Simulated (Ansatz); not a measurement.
# Cl3Hf: the cost of one run

Program: Ansatz 0.2.0, Gaussian basis. Level of theory: def2-SVP, core rule «outside noble gas», up to 19 orbitals frozen. These are calculated values, not measurements.

To be run: UHF; CCSD(T) on ROHF; CCSD(T) on UHF; CCSDT(Q) on ROHF; CCSDT(Q) on UHF; CASSCF and NEVPT2, 12 electrons in 12 orbitals.

12 further runs of the same task are left out: 4 for a known fault of the program, 2 that didn't finish, 6 set aside as unsound or not needed.

### 1 The geometry

The geometry is a PBE0/def2-TZVP stationary point (not a proven minimum) of the parent state, kept for this charge and spin. No spin-orbit coupling is included. Elements past krypton take def2 core potentials.

4 atoms, charge 1, spin multiplicity 5.

Atoms are counted from 1 here; the program's logs count them from 0.

Bond lengths: Hf1–Cl2 2.537 Å, Hf1–Cl3 2.339 Å, Hf1–Cl4 2.537 Å. Angles: Cl2–Hf1–Cl3 149.7°, Cl2–Hf1–Cl4 60.6°, Cl3–Hf1–Cl4 149.7°.

### 2 UHF

Contents of in.yaml:

```yaml
crystal:
  periodic: [false, false, false]
  atoms:
    - {symbol: Hf, position_ang: [0.000000, 0.000000, 0.253960]}
    - {symbol: Cl, position_ang: [0.000000, 1.280047, -1.935971]}
    - {symbol: Cl, position_ang: [0.000000, 0.000000, 2.593368]}
    - {symbol: Cl, position_ang: [0.000000, -1.280047, -1.935971]}
basis:
  gaussian: {orbitals: def2-SVP}
total_charge: 1
magnetization: {spin_polarized: true, initial_magnetization: 4}
hamiltonian: {xc: hf}
output: {orbitals: {seedname: orbitals}}
```

Run with:

```
ansatz run in.yaml --threads 1 --pin off --events-out ev --progress --plain --max-ram 2816MiB --backend cpu
```

What time and memory should one allow on 1 thread of AMD EPYC 7R13, shared host?

About 37 s, with a peak of 0.28 GiB.
